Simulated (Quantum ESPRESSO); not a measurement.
A calculation with Quantum ESPRESSO 7.5 of YCr3 (native input, structure typed inline):

The input pw.in:

```
&CONTROL
  calculation = 'scf'
  prefix = 'pwscf'
  outdir = './tmp'
  pseudo_dir = './pseudo'
  tprnfor = .true.
  tstress = .true.
  disk_io = 'low'
/
&SYSTEM
  ibrav = 0
  nat = 4
  ntyp = 2
  ecutwfc = 55
  ecutrho = 440
  nbnd = 39
  occupations = 'smearing'
  smearing = 'fd'
  degauss = 0.00367493
  nspin = 2
  starting_magnetization(1) = 0
  starting_magnetization(2) = 0.2143
/
&ELECTRONS
  conv_thr = 8d-10
  electron_maxstep = 120
  mixing_beta = 0.3
/
ATOMIC_SPECIES
Y     88.9058 Y_pbe_v1.uspp.F.UPF
Cr    51.9961 cr_pbe_v1.5.uspp.F.UPF
CELL_PARAMETERS angstrom
   3.8428417200    0.0000000000    0.0000000000
   0.0000000000    3.8428417200    0.0000000000
   0.0000000000    0.0000000000    3.8428417200
ATOMIC_POSITIONS crystal
Y      0.0000000000    0.0000000000    0.0000000000
Cr     0.5000000000    0.0000000000    0.5000000000
Cr     0.0000000000    0.5000000000    0.5000000000
Cr     0.5000000000    0.5000000000    0.0000000000
K_POINTS automatic
7 7 7 0 0 0
```

The input pp_density.in:

```
&INPUTPP
  prefix = 'pwscf'
  outdir = './tmp'
  filplot = 'density.dat'
  plot_num = 0
/
&PLOT
  nfile = 1
  filepp(1) = 'density.dat'
  iflag = 3
  output_format = 6
  fileout = 'density.cube'
/
```

File pp_potential.in:

```
&INPUTPP
  prefix = 'pwscf'
  outdir = './tmp'
  filplot = 'potential.dat'
  plot_num = 11
/
&PLOT
  nfile = 1
  filepp(1) = 'potential.dat'
  iflag = 3
  output_format = 6
  fileout = 'potential.cube'
/
```

The input pp_spin.in:

```
&INPUTPP
  prefix = 'pwscf'
  outdir = './tmp'
  filplot = 'spin.dat'
  plot_num = 6
/
&PLOT
  nfile = 1
  filepp(1) = 'spin.dat'
  iflag = 3
  output_format = 6
  fileout = 'spin.cube'
/
```

Potentials or basis: SSSP 1.3 efficiency PBE.

The run is started by

```bash
$ OMP_NUM_THREADS=1 pw.x -in pw.in > pw.out
$ OMP_NUM_THREADS=1 pp.x -in pp_density.in > pp_density.out
$ OMP_NUM_THREADS=1 pp.x -in pp_potential.in > pp_potential.out
$ OMP_NUM_THREADS=1 pp.x -in pp_spin.in > pp_spin.out
```

The cell was built by a generator and needn't be a form met in nature.

**Question.** Write the same calculation in another form: ASE script, Cartesian positions.

**Answer.** As run:

Contents of run.py:

```python
import numpy as np
from ase.calculators.espresso import Espresso, EspressoProfile
from ase.io import read

atoms = read('YCr3.xyz')
atoms.set_initial_magnetic_moments([0.0, 3.0, 3.0, 3.0])

input_data = {
    'control': {'calculation': 'scf', 'prefix': 'pwscf', 'outdir': './tmp', 'tprnfor': True, 'tstress': True, 'disk_io': 'nowf'},
    'system': {'ecutwfc': 55.0, 'ecutrho': 440.0, 'nbnd': 39, 'occupations': 'smearing', 'smearing': 'fd', 'degauss': 0.00367493, 'nspin': 2},
    'electrons': {'conv_thr': 8e-10, 'electron_maxstep': 120, 'mixing_beta': 0.3},
}
pseudopotentials = {'Y': 'Y_pbe_v1.uspp.F.UPF', 'Cr': 'cr_pbe_v1.5.uspp.F.UPF'}
profile = EspressoProfile(command='pw.x', pseudo_dir='pseudo')
dft = Espresso(profile=profile, input_data=input_data, pseudopotentials=pseudopotentials, kpts=(7, 7, 7), koffset=(0, 0, 0))
atoms.calc = dft

print(f'energy {atoms.get_potential_energy():.8f} eV')
print('forces (eV/A)')
print(np.round(atoms.get_forces(), 6))
print('stress (eV/A^3, Voigt)')
print(np.round(atoms.get_stress(), 8))
print(f'Fermi level {dft.get_fermi_level():.4f} eV')
```

Contents of YCr3.xyz:

```xyz
4
Lattice="3.8428417200 0.0000000000 0.0000000000 0.0000000000 3.8428417200 0.0000000000 0.0000000000 0.0000000000 3.8428417200" Properties=species:S:1:pos:R:3 pbc="T T T"
Y      0.0000000000      0.0000000000      0.0000000000
Cr     1.9214208600      0.0000000000      1.9214208600
Cr     0.0000000000      1.9214208600      1.9214208600
Cr     1.9214208600      1.9214208600      0.0000000000
```

Potentials or basis: SSSP 1.3 efficiency PBE.

Launch:

```bash
$ OMP_NUM_THREADS=1 python run.py
```

Both were run:

|  | native input, structure typed inline | ASE script, Cartesian positions |
| --- | --- | --- |
| Pressure | 21.8 GPa | 21.8 GPa |
| Band gap on the k mesh | none (metal or under the smearing width) | none (metal or under the smearing width) |
| Net moment | 5.91 μB per cell | 5.91 μB per cell |
| Absolute moment | 5.94 μB per cell | 5.94 μB per cell |
| Site moments | Y +0.10; Cr +1.78 μB | Y +0.10; Cr +1.78 μB |
| Valence electrons inside the program's atomic spheres | Y 8.72; Cr 12.74 | Y 8.72; Cr 12.74 |

Keys that steer only the numerical path or the files written may differ.

Caveat: so large a pressure means that the cell lies far from this level's equilibrium, or that cutoff or potentials fall short.
